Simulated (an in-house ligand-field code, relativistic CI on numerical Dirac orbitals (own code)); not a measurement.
# d7 in a ligand field: terms against the cubic field

Which terms of d7 lie lowest for given Racah parameters and ligand field?

Method: parametric ligand-field model of a d^n configuration (Racah B and C, spin-orbit zeta, crystal field), exact diagonalisation. Code: an in-house ligand-field code version 1.

### Step 1. What is computed

```
shell        : d7
set 1 (cm⁻¹) : B = 800, C = 3310, Oh, 10Dq = 26400
set 2 (cm⁻¹) : B = 800, C = 3310, Oh, 10Dq = 28000
set 3 (cm⁻¹) : B = 800, C = 3310, Oh, 10Dq = 29600
set 4 (cm⁻¹) : B = 800, C = 3310, Oh, 10Dq = 31200
set 5 (cm⁻¹) : B = 800, C = 3310, Oh, 10Dq = 32800
set 6 (cm⁻¹) : B = 800, C = 3310, Oh, 10Dq = 34400
set 7 (cm⁻¹) : B = 800, C = 3310, Oh, 10Dq = 36000
set 8 (cm⁻¹) : B = 800, C = 3310, Oh, 10Dq = 37600
```

### Step 2. Set 1

Input settings:

```ini
n = 7
racah_B = 800  # cm-1
racah_C = 3310  # cm-1
zeta = 0  # cm-1
symmetry = Oh
field = {"10Dq": 26400}  # cm-1
```

### Step 3. Set 2

Input settings:

```ini
n = 7
racah_B = 800  # cm-1
racah_C = 3310  # cm-1
zeta = 0  # cm-1
symmetry = Oh
field = {"10Dq": 28000}  # cm-1
```

### Step 4. Set 3

Input settings:

```ini
n = 7
racah_B = 800  # cm-1
racah_C = 3310  # cm-1
zeta = 0  # cm-1
symmetry = Oh
field = {"10Dq": 29600}  # cm-1
```

### Step 5. Set 4

Input settings:

```ini
n = 7
racah_B = 800  # cm-1
racah_C = 3310  # cm-1
zeta = 0  # cm-1
symmetry = Oh
field = {"10Dq": 31200}  # cm-1
```

### Step 6. Set 5

Input settings:

```ini
n = 7
racah_B = 800  # cm-1
racah_C = 3310  # cm-1
zeta = 0  # cm-1
symmetry = Oh
field = {"10Dq": 32800}  # cm-1
```

### Step 7. Set 6

Input settings:

```ini
n = 7
racah_B = 800  # cm-1
racah_C = 3310  # cm-1
zeta = 0  # cm-1
symmetry = Oh
field = {"10Dq": 34400}  # cm-1
```

### Step 8. Set 7

Input settings:

```ini
n = 7
racah_B = 800  # cm-1
racah_C = 3310  # cm-1
zeta = 0  # cm-1
symmetry = Oh
field = {"10Dq": 36000}  # cm-1
```

### Step 9. Set 8

Input settings:

```ini
n = 7
racah_B = 800  # cm-1
racah_C = 3310  # cm-1
zeta = 0  # cm-1
symmetry = Oh
field = {"10Dq": 37600}  # cm-1
```

(Steps that only read results are left out.)

Before running it: what results should come out? Wanted: lowest terms; sets at their largest spin, of those that allow S over 1.

**Answer**, as computed:

| set | 10Dq/B (size) | lowest | S | electrons in z² and x²-y² | first level of the same spin (cm⁻¹) |
| --- | --- | --- | --- | --- | --- |
| 1: Oh | 33.0 | 2E | 0.50 | 1.03 | 2T1 24038 |
| 2: Oh | 35.0 | 2E | 0.50 | 1.03 | 2T1 25601 |
| 3: Oh | 37.0 | 2E | 0.50 | 1.02 | 2T1 27167 |
| 4: Oh | 39.0 | 2E | 0.50 | 1.02 | 2T1 28736 |
| 5: Oh | 41.0 | 2E | 0.50 | 1.02 | 2T1 30306 |
| 6: Oh | 43.0 | 2E | 0.50 | 1.02 | 2T1 31879 |
| 7: Oh | 45.0 | 2E | 0.50 | 1.02 | 2T1 33453 |
| 8: Oh | 47.0 | 2E | 0.50 | 1.02 | 2T1 35029 |

```
                                                quantity                                                   value
                                            lowest terms  1: 2E, 2: 2E, 3: 2E, 4: 2E, 5: 2E, 6: 2E, 7: 2E, 8: 2E
sets at their largest spin, of those that allow S over 1                                                    none
```

**Reading.** The lowest term stays 2E over this range. B, C and the field are free parameters here, not those of a compound.
